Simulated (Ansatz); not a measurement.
The system is HPbNO4.

```
CELL_PARAMETERS angstrom
4.19923 0.11117 0.16817
1.91600 3.89132 0.12568
1.76085 1.25259 6.37266
ATOMIC_POSITIONS crystal
H 0.89145 0.68202 0.62796
Pb 0.14426 0.92872 0.88352
N 0.25670 0.28861 0.30171
O 0.83108 0.65056 0.78405
O 0.38694 0.22380 0.11295
O 0.31104 0.03576 0.45856
O 0.07726 0.60633 0.32275
```

The cell was built by a generator and needn't be a form met in nature.

Program: Ansatz 0.2.0. Alike in all runs: potentials or basis Ansatz PAW; no spin polarisation; cell as given; smearing fermi-dirac 0.05 eV.

**Question.** Order these runs on this cell by their band gap on the k mesh, lowest first.
A. level B3LYP; k mesh 3 × 3 × 2; cutoff (eV) 420; mesh quality coarse
B. level PBEsol; k mesh 7 × 7 × 5; cutoff (eV) 420; points for each segment of the path 10; mesh quality not flagged
C. level HSE06; k mesh 3 × 3 × 2; cutoff (eV) 420; mesh quality coarse
D. level r2SCANh; k mesh 3 × 3 × 2; cutoff (eV) 500; mesh quality coarse
E. level r2SCAN; k mesh 7 × 7 × 5; cutoff (eV) 500; points for each segment of the path 10; mesh quality not flagged

**Answer.** B (2.81 eV), E (3.15 eV), D (3.98 eV), C (4.18 eV), A (4.48 eV).

Caveats: some runs use coarse meshes; spin-orbit coupling is left out, which as a rule narrows the gap of such compounds by several tenths of an eV; odd divisions of the mesh miss points on the zone boundary, where band edges often lie, so the gap on the mesh can be too wide (some runs); forces of over 1 eV/Å show positions far from the minimum, so gaps and moduli don't describe the material at rest (some runs).

A k mesh can miss the band edges.

Runs at the PBE level aren't shown here.
